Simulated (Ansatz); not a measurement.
# GeH₄F (doublet): B2PLYP, RPA-PBE over a scan of the distance Ge1–H5 along a hydrogen transfer, cc-pVDZ

Aim: run GeH₄F (doublet) with these functionals over a scan of the distance Ge1–H5 along a hydrogen transfer, and hold them against the top wave-function level at the same points.

Method: cc-pVDZ, all electrons in the functionals, frozen cores in the correlation of double hybrids and RPA; program: Ansatz 0.2.0, Gaussian basis.

The runs, in order: B2PLYP, RPA-PBE, at 1.534 Å; 1.584 Å; 1.682 Å; 1.781 Å; 1.880 Å.

## 1. What is computed

The geometry derives from fragments relaxed apart (PBE0/def2-TZVP) and kept rigid, so it is no stationary point. A hydrogen atom is moved between rigid fragments. No spin-orbit coupling is included. The filled d shell of Ge may be among the frozen orbitals whatever the setting's name suggests; the logs give the count.

6 atoms, charge 0, spin multiplicity 2.

Atoms are counted from 1 here; the program's logs count them from 0.

Bond lengths: Ge1–H2 1.534 Å, Ge1–H3 1.534 Å, Ge1–H4 1.534 Å, Ge1–H5 1.534 Å. Angles: H2–Ge1–H3 109.5°, H2–Ge1–H4 109.5°, H2–Ge1–H5 109.5°, H3–Ge1–H4 109.5°, H3–Ge1–H5 109.5°, H4–Ge1–H5 109.5°.

Coordinates:

```xyz
6
charge 0, multiplicity 2
Ge   -0.55206    0.00000    0.00000
H    -1.06351    1.44660    0.00000
H    -1.06351   -0.72330    1.25279
H    -1.06351   -0.72330   -1.25279
H     0.98229    0.00000    0.00000
F     2.22794    0.00000    0.00000
```

No dispersion term is added.

The geometry shown and the zero of energy belong to the point 1.534 Å. The yardstick, UCCSDT(Q), and other wave-function levels (R restricted, U unrestricted, valence and pair active spaces) come from earlier runs.

## 2. B2PLYP, 1.534 Å

File in.yaml:

```yaml
crystal:
  periodic: [false, false, false]
  atoms:
    - {symbol: Ge, position_ang: [-0.552059, 0.000000, 0.000000]}
    - {symbol: H, position_ang: [-1.063509, 1.446599, 0.000000]}
    - {symbol: H, position_ang: [-1.063509, -0.723300, 1.252792]}
    - {symbol: H, position_ang: [-1.063509, -0.723299, -1.252792]}
    - {symbol: H, position_ang: [0.982291, 0.000000, 0.000000]}
    - {symbol: F, position_ang: [2.227941, 0.000000, 0.000000]}
basis:
  gaussian: {orbitals: cc-pVDZ}
magnetization: {spin_polarized: true, initial_magnetization: 1}
hamiltonian: {xc: {name: B2PLYP}}
correlation: {electrons: outside_noble_gas}
```

The run is started by

```sh
$ ansatz run in.yaml --threads 1 --pin off --events-out ev --progress --plain --max-ram 2816MiB --backend cpu
```

The log of the run:

```text
Functional definition: B2PLYP
  name "B2PLYP"
  cite "Grimme, J. Chem. Phys. 124, 034108 (2006) doi:10.1063/1.2148954"
  cite "Becke, Phys. Rev. A 38, 3098 (1988) doi:10.1103/PhysRevA.38.3098"
  cite "Lee, Yang & Parr, Phys. Rev. B 37, 785 (1988) doi:10.1103/PhysRevB.37.785"
  parameter a = 0.53
  parameter c = 0.27
  exchange = (1 - a)*b88_x + a*exact_x
  correlation = (1 - c)*lyp_c + c*(mp2_os + mp2_ss)
624 factors; integrals over basis functions are off by at most 1.2e-3 eV
mean field evaluation 1: about -59278.3942 eV, gradient 2.0e1 eV
mean field evaluation 2: about -59278.4023 eV, gradient 2.0e1 eV
mean field evaluation 4: about -59280.1621 eV, gradient 2.2e0 eV
mean field evaluation 8: about -59280.2384 eV, gradient 1.2e-1 eV
mean field evaluation 16: about -59280.2385 eV, gradient 1.3e-4 eV
mean field -59280.23852497 eV, -2178.5085842040 hartree, gradient 2.1e-6 eV, S^2 0.762508; 0 other end points of the search recorded, 0 dependent functions left out
15 core orbitals not correlated: weight in the atoms' cores, before any rotation towards them, 0.997 or more for the frozen orbitals, at most 0.001 for the correlated occupied ones
reference -59280.23865391 eV, -2178.5085889421 hartree; 8, 7 occupied and 38, 39 virtual orbitals, 624 factors
second order -9.72319619 eV of doubles, -0.00000000 eV of singles
Total energy: -59282.86391688 eV, -2178.6050655768 hartree
```

Run time: 2.1 s. Hardware: 1 thread of AMD EPYC 7R13, shared host.

From the report: ⟨S²⟩ of the determinant 0.763 (pure doublet: 0.75).

## 3. B2PLYP, 1.584 Å

File in.yaml:

```yaml
crystal:
  periodic: [false, false, false]
  atoms:
    - {symbol: Ge, position_ang: [-0.552582, 0.000000, 0.000000]}
    - {symbol: H, position_ang: [-1.064032, 1.446599, 0.000000]}
    - {symbol: H, position_ang: [-1.064032, -0.723300, 1.252792]}
    - {symbol: H, position_ang: [-1.064032, -0.723299, -1.252792]}
    - {symbol: H, position_ang: [1.031418, 0.000000, 0.000000]}
    - {symbol: F, position_ang: [2.227418, 0.000000, 0.000000]}
basis:
  gaussian: {orbitals: cc-pVDZ}
magnetization: {spin_polarized: true, initial_magnetization: 1}
hamiltonian: {xc: {name: B2PLYP}}
correlation: {electrons: outside_noble_gas}
```

Same command.

The log of the run, shortened:

```text
Functional definition: B2PLYP
  name "B2PLYP"
  cite "Grimme, J. Chem. Phys. 124, 034108 (2006) doi:10.1063/1.2148954"
  cite "Becke, Phys. Rev. A 38, 3098 (1988) doi:10.1103/PhysRevA.38.3098"
  cite "Lee, Yang & Parr, Phys. Rev. B 37, 785 (1988) doi:10.1103/PhysRevB.37.785"
[...]
624 factors; integrals over basis functions are off by at most 1.4e-3 eV
[...]
mean field -59280.38508608 eV, -2178.5139702251 hartree, gradient 5.8e-6 eV, S^2 0.762258; 0 other end points of the search recorded, 0 dependent functions left out
15 core orbitals not correlated: weight in the atoms' cores, before any rotation towards them, 0.998 or more for the frozen orbitals, at most 0.001 for the correlated occupied ones
reference -59280.38521537 eV, -2178.5139749767 hartree; 8, 7 occupied and 38, 39 virtual orbitals, 624 factors
second order -9.85558355 eV of doubles, -0.00000000 eV of singles
Total energy: -59283.04622293 eV, -2178.6117652008 hartree
```

It took 2.2 s on 1 thread of AMD EPYC 7R13, shared host.

From the report: ⟨S²⟩ of the determinant 0.762 (pure doublet: 0.75).

From 1.534 Å: -0.182 eV.

## 4. B2PLYP, 1.682 Å

File in.yaml:

```yaml
crystal:
  periodic: [false, false, false]
  atoms:
    - {symbol: Ge, position_ang: [-0.553614, 0.000000, 0.000000]}
    - {symbol: H, position_ang: [-1.065064, 1.446599, 0.000000]}
    - {symbol: H, position_ang: [-1.065064, -0.723300, 1.252792]}
    - {symbol: H, position_ang: [-1.065064, -0.723299, -1.252792]}
    - {symbol: H, position_ang: [1.128386, 0.000000, 0.000000]}
    - {symbol: F, position_ang: [2.226386, 0.000000, 0.000000]}
basis:
  gaussian: {orbitals: cc-pVDZ}
magnetization: {spin_polarized: true, initial_magnetization: 1}
hamiltonian: {xc: {name: B2PLYP}}
correlation: {electrons: outside_noble_gas}
```

Launched as before.

The log of the run, shortened:

```text
Functional definition: B2PLYP
  name "B2PLYP"
  cite "Grimme, J. Chem. Phys. 124, 034108 (2006) doi:10.1063/1.2148954"
  cite "Becke, Phys. Rev. A 38, 3098 (1988) doi:10.1103/PhysRevA.38.3098"
  cite "Lee, Yang & Parr, Phys. Rev. B 37, 785 (1988) doi:10.1103/PhysRevB.37.785"
[...]
626 factors; integrals over basis functions are off by at most 1.7e-3 eV
[...]
mean field -59280.70691735 eV, -2178.5257973063 hartree, gradient 4.3e-6 eV, S^2 0.758701; 0 other end points of the search recorded, 0 dependent functions left out
15 core orbitals not correlated: weight in the atoms' cores, before any rotation towards them, 0.998 or more for the frozen orbitals, at most 0.001 for the correlated occupied ones
reference -59280.70704764 eV, -2178.5258020945 hartree; 8, 7 occupied and 38, 39 virtual orbitals, 626 factors
second order -9.98146831 eV of doubles, -0.00000000 eV of singles
Total energy: -59283.40204409 eV, -2178.6248413870 hartree
```

Wall time 2.1 s (1 thread of AMD EPYC 7R13, shared host).

From the report: ⟨S²⟩ of the determinant 0.759 (pure doublet: 0.75).

From 1.534 Å: -0.538 eV.

## 5. B2PLYP, 1.781 Å

File in.yaml:

```yaml
crystal:
  periodic: [false, false, false]
  atoms:
    - {symbol: Ge, position_ang: [-0.554657, 0.000000, 0.000000]}
    - {symbol: H, position_ang: [-1.066107, 1.446599, 0.000000]}
    - {symbol: H, position_ang: [-1.066107, -0.723300, 1.252792]}
    - {symbol: H, position_ang: [-1.066107, -0.723299, -1.252792]}
    - {symbol: H, position_ang: [1.226343, 0.000000, 0.000000]}
    - {symbol: F, position_ang: [2.225343, 0.000000, 0.000000]}
basis:
  gaussian: {orbitals: cc-pVDZ}
magnetization: {spin_polarized: true, initial_magnetization: 1}
hamiltonian: {xc: {name: B2PLYP}}
correlation: {electrons: outside_noble_gas}
```

Launched as before.

The log of the run, shortened:

```text
Functional definition: B2PLYP
  name "B2PLYP"
  cite "Grimme, J. Chem. Phys. 124, 034108 (2006) doi:10.1063/1.2148954"
  cite "Becke, Phys. Rev. A 38, 3098 (1988) doi:10.1103/PhysRevA.38.3098"
  cite "Lee, Yang & Parr, Phys. Rev. B 37, 785 (1988) doi:10.1103/PhysRevB.37.785"
[...]
626 factors; integrals over basis functions are off by at most 1.8e-3 eV
[...]
mean field -59281.02408346 eV, -2178.5374529460 hartree, gradient 3.4e-6 eV, S^2 0.754741; 0 other end points of the search recorded, 0 dependent functions left out
15 core orbitals not correlated: weight in the atoms' cores, before any rotation towards them, 0.998 or more for the frozen orbitals, at most 0.002 for the correlated occupied ones
reference -59281.02421512 eV, -2178.5374577842 hartree; 8, 7 occupied and 38, 39 virtual orbitals, 626 factors
second order -9.91554414 eV of doubles, -0.00000000 eV of singles
Total energy: -59283.70141204 eV, -2178.6358429563 hartree
```

Run time: 2 s. Hardware: 1 thread of AMD EPYC 7R13, shared host.

From the report: ⟨S²⟩ of the determinant 0.755 (pure doublet: 0.75).

From 1.534 Å: -0.837 eV.

## 6. B2PLYP, 1.880 Å

File in.yaml:

```yaml
crystal:
  periodic: [false, false, false]
  atoms:
    - {symbol: Ge, position_ang: [-0.555700, 0.000000, 0.000000]}
    - {symbol: H, position_ang: [-1.067150, 1.446599, 0.000000]}
    - {symbol: H, position_ang: [-1.067150, -0.723300, 1.252792]}
    - {symbol: H, position_ang: [-1.067150, -0.723299, -1.252792]}
    - {symbol: H, position_ang: [1.324300, 0.000000, 0.000000]}
    - {symbol: F, position_ang: [2.224300, 0.000000, 0.000000]}
basis:
  gaussian: {orbitals: cc-pVDZ}
magnetization: {spin_polarized: true, initial_magnetization: 1}
hamiltonian: {xc: {name: B2PLYP}}
correlation: {electrons: outside_noble_gas}
```

Launched as before.

The log of the run, shortened:

```text
Functional definition: B2PLYP
  name "B2PLYP"
  cite "Grimme, J. Chem. Phys. 124, 034108 (2006) doi:10.1063/1.2148954"
  cite "Becke, Phys. Rev. A 38, 3098 (1988) doi:10.1103/PhysRevA.38.3098"
  cite "Lee, Yang & Parr, Phys. Rev. B 37, 785 (1988) doi:10.1103/PhysRevB.37.785"
[...]
626 factors; integrals over basis functions are off by at most 1.4e-3 eV
[...]
mean field -59281.12317403 eV, -2178.5410944571 hartree, gradient 1.1e-6 eV, S^2 0.752806; 0 other end points of the search recorded, 0 dependent functions left out
15 core orbitals not correlated: weight in the atoms' cores, before any rotation towards them, 0.996 or more for the frozen orbitals, at most 0.004 for the correlated occupied ones
reference -59281.12330722 eV, -2178.5410993518 hartree; 8, 7 occupied and 38, 39 virtual orbitals, 626 factors
second order -9.73860756 eV of doubles, -0.00000000 eV of singles
Total energy: -59283.75273126 eV, -2178.6377289031 hartree
```

Run time: 2 s. Hardware: 1 thread of AMD EPYC 7R13, shared host.

From the report: ⟨S²⟩ of the determinant 0.753 (pure doublet: 0.75).

From 1.534 Å: -0.889 eV.

## 7. RPA-PBE, 1.534 Å

File in.yaml:

```yaml
crystal:
  periodic: [false, false, false]
  atoms:
    - {symbol: Ge, position_ang: [-0.552059, 0.000000, 0.000000]}
    - {symbol: H, position_ang: [-1.063509, 1.446599, 0.000000]}
    - {symbol: H, position_ang: [-1.063509, -0.723300, 1.252792]}
    - {symbol: H, position_ang: [-1.063509, -0.723299, -1.252792]}
    - {symbol: H, position_ang: [0.982291, 0.000000, 0.000000]}
    - {symbol: F, position_ang: [2.227941, 0.000000, 0.000000]}
basis:
  gaussian: {orbitals: cc-pVDZ}
magnetization: {spin_polarized: true, initial_magnetization: 1}
hamiltonian: {xc: {name: PBE}}
correlation: {method: rpa, electrons: outside_noble_gas}
```

Launched as before.

The log of the run, shortened:

```text
Functional definition: PBE
  name "PBE"
  cite "Perdew, Burke & Ernzerhof, Phys. Rev. Lett. 77, 3865 (1996) doi:10.1103/PhysRevLett.77.3865"
  parent pbe
[...]
624 factors; integrals over basis functions are off by at most 1.2e-3 eV
[...]
mean field -59285.24765743 eV, -2178.6926664263 hartree, gradient 7.4e-6 eV, S^2 0.751629; 0 other end points of the search recorded, 0 dependent functions left out
15 core orbitals not correlated: weight in the atoms' cores, before any rotation towards them, 0.997 or more for the frozen orbitals, at most 0.001 for the correlated occupied ones
reference -59237.86785993 eV, -2176.9514909835 hartree; 8, 7 occupied and 38, 39 virtual orbitals, 624 factors
Total energy: -59252.16174389 eV, -2177.4767815302 hartree
```

Run time: 1.7 s. Hardware: 1 thread of AMD EPYC 7R13, shared host.

From the report: ⟨S²⟩ of the determinant 0.752 (pure doublet: 0.75).

## 8. RPA-PBE, 1.584 Å

File in.yaml:

```yaml
crystal:
  periodic: [false, false, false]
  atoms:
    - {symbol: Ge, position_ang: [-0.552582, 0.000000, 0.000000]}
    - {symbol: H, position_ang: [-1.064032, 1.446599, 0.000000]}
    - {symbol: H, position_ang: [-1.064032, -0.723300, 1.252792]}
    - {symbol: H, position_ang: [-1.064032, -0.723299, -1.252792]}
    - {symbol: H, position_ang: [1.031418, 0.000000, 0.000000]}
    - {symbol: F, position_ang: [2.227418, 0.000000, 0.000000]}
basis:
  gaussian: {orbitals: cc-pVDZ}
magnetization: {spin_polarized: true, initial_magnetization: 1}
hamiltonian: {xc: {name: PBE}}
correlation: {method: rpa, electrons: outside_noble_gas}
```

The command is unchanged.

The log of the run, shortened:

```text
Functional definition: PBE
  name "PBE"
  cite "Perdew, Burke & Ernzerhof, Phys. Rev. Lett. 77, 3865 (1996) doi:10.1103/PhysRevLett.77.3865"
  parent pbe
[...]
624 factors; integrals over basis functions are off by at most 1.4e-3 eV
[...]
mean field -59285.42219398 eV, -2178.6990805261 hartree, gradient 4.7e-6 eV, S^2 0.751585; 0 other end points of the search recorded, 0 dependent functions left out
15 core orbitals not correlated: weight in the atoms' cores, before any rotation towards them, 0.997 or more for the frozen orbitals, at most 0.001 for the correlated occupied ones
reference -59238.03467390 eV, -2176.9576212837 hartree; 8, 7 occupied and 38, 39 virtual orbitals, 624 factors
Total energy: -59252.32229729 eV, -2177.4826817588 hartree
```

Wall time 1.7 s (1 thread of AMD EPYC 7R13, shared host).

From the report: ⟨S²⟩ of the determinant 0.752 (pure doublet: 0.75).

From 1.534 Å: -0.161 eV.

## 9. RPA-PBE, 1.682 Å

File in.yaml:

```yaml
crystal:
  periodic: [false, false, false]
  atoms:
    - {symbol: Ge, position_ang: [-0.553614, 0.000000, 0.000000]}
    - {symbol: H, position_ang: [-1.065064, 1.446599, 0.000000]}
    - {symbol: H, position_ang: [-1.065064, -0.723300, 1.252792]}
    - {symbol: H, position_ang: [-1.065064, -0.723299, -1.252792]}
    - {symbol: H, position_ang: [1.128386, 0.000000, 0.000000]}
    - {symbol: F, position_ang: [2.226386, 0.000000, 0.000000]}
basis:
  gaussian: {orbitals: cc-pVDZ}
magnetization: {spin_polarized: true, initial_magnetization: 1}
hamiltonian: {xc: {name: PBE}}
correlation: {method: rpa, electrons: outside_noble_gas}
```

Same command.

The log of the run, shortened:

```text
Functional definition: PBE
  name "PBE"
  cite "Perdew, Burke & Ernzerhof, Phys. Rev. Lett. 77, 3865 (1996) doi:10.1103/PhysRevLett.77.3865"
  parent pbe
[...]
626 factors; integrals over basis functions are off by at most 1.7e-3 eV
[...]
mean field -59285.72441213 eV, -2178.7101868383 hartree, gradient 4.8e-6 eV, S^2 0.751410; 0 other end points of the search recorded, 0 dependent functions left out
15 core orbitals not correlated: weight in the atoms' cores, before any rotation towards them, 0.997 or more for the frozen orbitals, at most 0.002 for the correlated occupied ones
reference -59238.44091254 eV, -2176.9725502785 hartree; 8, 7 occupied and 38, 39 virtual orbitals, 626 factors
Total energy: -59252.63924927 eV, -2177.4943295294 hartree
```

Wall time 1.6 s (1 thread of AMD EPYC 7R13, shared host).

From the report: ⟨S²⟩ of the determinant 0.751 (pure doublet: 0.75).

From 1.534 Å: -0.478 eV.

## 10. RPA-PBE, 1.781 Å

File in.yaml:

```yaml
crystal:
  periodic: [false, false, false]
  atoms:
    - {symbol: Ge, position_ang: [-0.554657, 0.000000, 0.000000]}
    - {symbol: H, position_ang: [-1.066107, 1.446599, 0.000000]}
    - {symbol: H, position_ang: [-1.066107, -0.723300, 1.252792]}
    - {symbol: H, position_ang: [-1.066107, -0.723299, -1.252792]}
    - {symbol: H, position_ang: [1.226343, 0.000000, 0.000000]}
    - {symbol: F, position_ang: [2.225343, 0.000000, 0.000000]}
basis:
  gaussian: {orbitals: cc-pVDZ}
magnetization: {spin_polarized: true, initial_magnetization: 1}
hamiltonian: {xc: {name: PBE}}
correlation: {method: rpa, electrons: outside_noble_gas}
```

The command is unchanged.

The log of the run, shortened:

```text
Functional definition: PBE
  name "PBE"
  cite "Perdew, Burke & Ernzerhof, Phys. Rev. Lett. 77, 3865 (1996) doi:10.1103/PhysRevLett.77.3865"
  parent pbe
[...]
626 factors; integrals over basis functions are off by at most 1.8e-3 eV
[...]
mean field -59285.93312394 eV, -2178.7178568560 hartree, gradient 2.3e-6 eV, S^2 0.751287; 0 other end points of the search recorded, 0 dependent functions left out
15 core orbitals not correlated: weight in the atoms' cores, before any rotation towards them, 0.996 or more for the frozen orbitals, at most 0.003 for the correlated occupied ones
reference -59238.89934098 eV, -2176.9893972129 hartree; 8, 7 occupied and 38, 39 virtual orbitals, 626 factors
Total energy: -59252.92008949 eV, -2177.5046502170 hartree
```

It took 1.7 s on 1 thread of AMD EPYC 7R13, shared host.

From the report: ⟨S²⟩ of the determinant 0.751 (pure doublet: 0.75).

From 1.534 Å: -0.758 eV.

## 11. RPA-PBE, 1.880 Å

File in.yaml:

```yaml
crystal:
  periodic: [false, false, false]
  atoms:
    - {symbol: Ge, position_ang: [-0.555700, 0.000000, 0.000000]}
    - {symbol: H, position_ang: [-1.067150, 1.446599, 0.000000]}
    - {symbol: H, position_ang: [-1.067150, -0.723300, 1.252792]}
    - {symbol: H, position_ang: [-1.067150, -0.723299, -1.252792]}
    - {symbol: H, position_ang: [1.324300, 0.000000, 0.000000]}
    - {symbol: F, position_ang: [2.224300, 0.000000, 0.000000]}
basis:
  gaussian: {orbitals: cc-pVDZ}
magnetization: {spin_polarized: true, initial_magnetization: 1}
hamiltonian: {xc: {name: PBE}}
correlation: {method: rpa, electrons: outside_noble_gas}
```

Launched as before.

The log of the run, shortened:

```text
Functional definition: PBE
  name "PBE"
  cite "Perdew, Burke & Ernzerhof, Phys. Rev. Lett. 77, 3865 (1996) doi:10.1103/PhysRevLett.77.3865"
  parent pbe
[...]
626 factors; integrals over basis functions are off by at most 1.4e-3 eV
[...]
mean field -59285.87768769 eV, -2178.7158196113 hartree, gradient 1.2e-6 eV, S^2 0.751295; 0 other end points of the search recorded, 0 dependent functions left out
15 core orbitals not correlated: weight in the atoms' cores, before any rotation towards them, 0.992 or more for the frozen orbitals, at most 0.006 for the correlated occupied ones
reference -59239.17155219 eV, -2176.9994007905 hartree; 8, 7 occupied and 38, 39 virtual orbitals, 626 factors
Total energy: -59252.97144021 eV, -2177.5065373212 hartree
```

Wall time 1.7 s (1 thread of AMD EPYC 7R13, shared host).

From the report: ⟨S²⟩ of the determinant 0.751 (pure doublet: 0.75).

From 1.534 Å: -0.810 eV.

## 12. Against the wave-function levels

The yardstick is UCCSDT(Q), where the cluster series has nearly closed. It comes from earlier runs at the same points. Energies in eV, counted from 1.534 Å; blanks weren't run or aren't comparable.

| level | 1.534 Å | 1.584 Å | 1.682 Å | 1.781 Å | 1.880 Å |
| --- | --- | --- | --- | --- | --- |
| UCCSDT(Q) | 0.000 | -0.191 | -0.582 | -0.931 | -1.030 |
| B2PLYP | 0.000 | -0.182 | -0.538 | -0.837 | -0.889 |
| RPA-PBE | 0.000 | -0.161 | -0.478 | -0.758 | -0.810 |

Largest miss and mean time a point (UCCSDT(Q) took 8.3 s a point; shared hosts):

| level | largest miss (eV) | where | time a point |
| --- | --- | --- | --- |
| B2PLYP | +0.141 | 1.880 Å | 2.1 s |
| RPA-PBE | +0.221 | 1.880 Å | 1.7 s |

## 13. Results

```
                   quantity                value
span of the UCCSDT(Q) curve             1.030 eV
       largest miss, B2PLYP  +0.141 eV (1.880 Å)
      largest miss, RPA-PBE  +0.221 eV (1.880 Å)
```

What this shows: Of the functionals, B2PLYP keep the smallest largest miss at the points compared (at most 0.141 eV) and RPA-PBE strays most (0.221 eV, at 1.880 Å). Functionals and the yardstick converge differently with the basis, so part of each miss in cc-pVDZ is the basis.
